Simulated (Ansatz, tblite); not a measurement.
# The cluster Mo₂O₆: isomers from a random search

An exercise on one series of results from a longer session: the logs are not shown, and one member is left open.

The runs use Ansatz 0.2.0, Gaussian basis; relaxed with r2SCAN-D4/def2-SVP, singlet.

2 further runs of the same task are left out: 2 set aside as unsound or not needed. Runs told in other sessions of the task aren't counted.

## The system as given

8 atoms, charge 0, spin multiplicity 1.

Atoms are counted from 1 here; the program's logs count them from 0.

Bond lengths: Mo1–O5 1.815 Å, Mo1–O6 1.816 Å, Mo1–O7 1.649 Å, Mo1–O8 1.649 Å, Mo2–O3 1.649 Å, Mo2–O4 1.649 Å, Mo2–O5 1.816 Å, Mo2–O6 1.816 Å. Angles: O5–Mo1–O6 82.2°, O5–Mo1–O7 113.6°, O5–Mo1–O8 113.8°, O6–Mo1–O7 113.5°, O6–Mo1–O8 113.7°, O7–Mo1–O8 115.7°, O3–Mo2–O4 115.6°, O3–Mo2–O5 113.6°, O3–Mo2–O6 113.7°, O4–Mo2–O5 113.7°, O4–Mo2–O6 113.7°, O5–Mo2–O6 82.2°, Mo1–O5–Mo2 97.8°, Mo1–O6–Mo2 97.8°.

Geometry (Å):

```xyz
8
charge 0, multiplicity 1
Mo   -1.0249   -0.8867   -0.1890
Mo    1.0255    0.8853    0.1887
O     2.0995    0.7340    1.4310
O     1.2693    2.1750   -0.8095
O     0.7061   -0.6708   -0.6916
O    -0.7058    0.6695    0.6908
O    -2.0988   -0.7309   -1.4312
O    -1.2708   -2.1753    0.8107
```

Mo takes a core potential in the def2 sets. No spin-orbit coupling is included.

A search from random starts with GFN1-xTB found 14 distinct shapes; 3 go on here. The structure above is candidate A, which lies 0.00 eV above the lowest at that level; B lies 3.50 eV above the lowest at that level; C lies 3.61 eV above the lowest at that level.

Set-up of the first run:

in.yaml reads:

```yaml
crystal:
  periodic: [false, false, false]
  atoms:
    - {symbol: Mo, position_ang: [-1.024850, -0.886730, -0.188980]}
    - {symbol: Mo, position_ang: [1.025470, 0.885260, 0.188710]}
    - {symbol: O, position_ang: [2.099460, 0.733990, 1.431050]}
    - {symbol: O, position_ang: [1.269260, 2.174980, -0.809460]}
    - {symbol: O, position_ang: [0.706080, -0.670780, -0.691570]}
    - {symbol: O, position_ang: [-0.705840, 0.669520, 0.690800]}
    - {symbol: O, position_ang: [-2.098830, -0.730910, -1.431210]}
    - {symbol: O, position_ang: [-1.270750, -2.175330, 0.810660]}
basis:
  gaussian: {orbitals: def2-SVP}
hamiltonian: {xc: r2scan, dispersion: d4}
scf: {lower_state_search: "off"}
output: {orbitals: {seedname: orbitals}}
relax: {f_tol: 0.02, max_steps: 100}
```

Run with:

```console
$ ansatz run in.yaml --threads 4 --pin off --events-out ev --progress --plain --max-ram 4787MiB
```

Steps of the session up to this table: Relaxing candidate A; Relaxing candidate B; Relaxing candidate C; Candidate B, PBE0-D4/def2-TZVP; Candidate B, PBE-D4/def2-TZVP; Candidate B, r2SCAN-D4/def2-TZVP; Candidate B, ωB97X-V/def2-TZVP; Candidate B, r2SCAN0-D4/def2-TZVP; Candidate B, CCSD(T)/def2-SVP; Candidate C, PBE0-D4/def2-TZVP; Candidate C, PBE-D4/def2-TZVP; Candidate C, r2SCAN-D4/def2-TZVP; Candidate C, ωB97X-V/def2-TZVP; Candidate C, r2SCAN0-D4/def2-TZVP; Candidate C, CCSD(T)/def2-SVP.

One of the session's tables, all rows but one given; the rest of the session is left out.

It belongs to the step «C against A». 

| level | C above A (eV) |
| --- | --- |
| GFN1-xTB | +4.731 |
| GFN2-xTB | +1.773 |
| HF/def2-SVP | ? |
| PBE-D4/def2-TZVP | +4.910 |
| r2SCAN-D4/def2-TZVP | +5.259 |
| PBE0-D4/def2-TZVP | +5.119 |
| r2SCAN0-D4/def2-TZVP | +5.338 |
| ωB97X-V/def2-TZVP | +5.360 |
| MP2/def2-SVP | +5.979 |
| CCSD/def2-SVP | +5.354 |
| CCSD(T)/def2-SVP | +5.340 |

**Question.** Estimate the row for HF/def2-SVP.

The run gave: C above A (eV): +5.671. In the column «C above A (eV)» it lies between ωB97X-V/def2-TZVP (+5.360) and MP2/def2-SVP (+5.979).

CCSD(T)/def2-SVP is no safe reference here (restricted state is unstable towards broken spin symmetry).

Limits of these values: A random search of this size may have missed the true lowest shape. Only singlets are compared; another spin may lie lower and prefer another shape.
